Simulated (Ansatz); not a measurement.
**CH8InNSi: a ladder of functionals and wavefunction methods**

How much do the methods differ for CH8InNSi? The plan is to run it at one geometry with functionals of several rungs and with coupled cluster, and see how far each lands from CCSD(T) at the basis-set limit for the atomisation energy.

Program: Ansatz 0.2.0, Gaussian basis. Level of theory: functionals in def2-TZVPP, the program's frozen cores in correlated methods. These are calculated values, not measurements.

Levels to be run: LDA (SPW92), PBE-D4, revPBE-D4, BLYP-D4, r2SCAN-D4, B97M-V, PBE0-D4, B3LYP-D4, r2SCANh-D4, r2SCAN0-D4, HSE06-D4, BHLYP-D4, CAM-B3LYP-D4, LC-ωPBE, ωB97X-V, ωB97M-V, B2PLYP, PBE-QIDH; CCSD(T)/def2-SVP; CCSD(T)/def2-TZVPP; MP2/def2-QZVPP; extrapolation to the limit; RPA on PBE.

## (1) The relaxed structure

An earlier PBE0-D4 in a triple-zeta def2 set relaxation fixed the geometry. In takes the def2 core potential; no spin-orbit term is included.

SMILES `C[N]([SiH3])[InH2]`, 12 atoms, charge 0, spin multiplicity 1.

Atoms are counted from 1 here; the program's logs count them from 0.

Bond lengths: C1–N2 1.457 Å, C1–H5 1.098 Å, C1–H6 1.094 Å, C1–H7 1.098 Å, N2–Si3 1.718 Å, N2–In4 2.039 Å, Si3–H8 1.487 Å, Si3–H9 1.494 Å, Si3–H10 1.494 Å, In4–H11 1.715 Å, In4–H12 1.707 Å. Angles: N2–C1–H5 111.9°, N2–C1–H6 111.5°, N2–C1–H7 111.9°, H5–C1–H6 107.1°, H5–C1–H7 107.2°, H6–C1–H7 107.1°, C1–N2–Si3 116.6°, C1–N2–In4 120.2°, Si3–N2–In4 123.3°, N2–Si3–H8 108.2°, N2–Si3–H9 112.0°, N2–Si3–H10 112.0°, H8–Si3–H9 109.1°, H8–Si3–H10 109.1°, H9–Si3–H10 106.3°, N2–In4–H11 111.2°, N2–In4–H12 116.5°, H11–In4–H12 132.3°.

## (2) LDA

This LDA is Slater exchange with PW92 correlation.

in.yaml reads:

```yaml
crystal:
  periodic: [false, false, false]
  atoms:
    - {symbol: C, position_ang: [-0.229467, 1.356802, -0.589463]}
    - {symbol: N, position_ang: [-0.051495, 0.004253, -0.079025]}
    - {symbol: Si, position_ang: [0.876322, -0.158650, 1.357760]}
    - {symbol: In, position_ang: [-0.883038, -1.578727, -1.058734]}
    - {symbol: H, position_ang: [0.730563, 1.833763, -0.827805]}
    - {symbol: H, position_ang: [-0.827567, 1.363960, -1.505347]}
    - {symbol: H, position_ang: [-0.741880, 2.003548, 0.135172]}
    - {symbol: H, position_ang: [0.939232, -1.602243, 1.709351]}
    - {symbol: H, position_ang: [0.278368, 0.597522, 2.499625]}
    - {symbol: H, position_ang: [2.265713, 0.365198, 1.189364]}
    - {symbol: H, position_ang: [-1.739383, -1.064019, -2.452621]}
    - {symbol: H, position_ang: [-0.617368, -3.121397, -0.378276]}
basis:
  gaussian: {orbitals: def2-TZVPP}
hamiltonian: {xc: lda}
output: {orbitals: {seedname: orbitals}}
```

The run is started by

```sh
$ ansatz run in.yaml --threads 4 --pin off --events-out ev --progress --plain --max-ram 10444MiB
```

The runs that follow: PBE-D4 (GGA); revPBE-D4 (GGA); BLYP-D4 (GGA); r2SCAN-D4 (meta-GGA); B97M-V (meta-GGA); B3LYP-D4 (hybrid); r2SCANh-D4 (hybrid); r2SCAN0-D4 (hybrid); HSE06-D4 (hybrid); BHLYP-D4 (hybrid); CAM-B3LYP-D4 (range-separated); LC-ωPBE (range-separated); ωB97X-V (range-separated); ωB97M-V (range-separated); B2PLYP (double hybrid); PBE-QIDH (double hybrid); CCSD(T) in def2-SVP; CCSD(T) in def2-TZVPP; MP2 in def2-QZVPP; RPA on PBE orbitals.

Q: Predict the results of all the runs planned. Wanted: atomisation energy, CCSD(T)/CBS; farthest beyond LDA; mean size of error, GGA; mean size of error, meta-GGA; mean size of error, hybrid; mean size of error, range-separated; mean size of error, double hybrid; gap, smallest and largest; T1 diagnostic.

**Answer**, as computed:

```
                               quantity                                                                value
        atomisation energy, CCSD(T)/CBS                                                        3666.0 kJ/mol
 functionals within 36.7 kJ/mol (1.0 %)  PBE-D4, r2SCAN-D4, B97M-V, B3LYP-D4, CAM-B3LYP-D4, ωB97X-V, ωB97M-V
                    farthest beyond LDA                                              BHLYP-D4 (-86.4 kJ/mol)
                mean size of error, GGA                                                          47.5 kJ/mol
           mean size of error, meta-GGA                                                          15.3 kJ/mol
             mean size of error, hybrid                                                          51.7 kJ/mol
    mean size of error, range-separated                                                          15.7 kJ/mol
      mean size of error, double hybrid                                                          64.9 kJ/mol
              gap, smallest and largest                             3.33 eV (LDA (SPW92)), 9.75 eV (LC-ωPBE)
                          T1 diagnostic                                                               0.0151
triples share of the correlation energy                                                                3.4 %
```

LDA overbinds by 449.0 kJ/mol (12 %). PBE-D4 misses by -12.8 kJ/mol. Double hybrids carry the basis error of their MP2 part in triple zeta, and no dispersion term here, so their miss is partly the set-up's. The rungs meta-GGA, range-separated miss on average by less than the doubt on the reference (36.7 kJ/mol), so they tie. Misses under about 36.7 kJ/mol are within the doubt on the reference itself, which lacks core-valence correlation, spin-orbit coupling and higher excitations, and its outer-core shells are covered unevenly. All levels share the lack of spin-orbit coupling, which lowers the free heavy atoms and so the true binding. Hartree-Fock recovers 72 % of the binding; the rest is correlation. CCSD(T) in def2-SVP is off by -240.3 kJ/mol, worse than the median functional, from the basis alone. Orbital gaps span 3.3 to 9.7 eV; exact exchange widens them. Correlated methods include outer-core shells of In, which these sets cover unevenly.
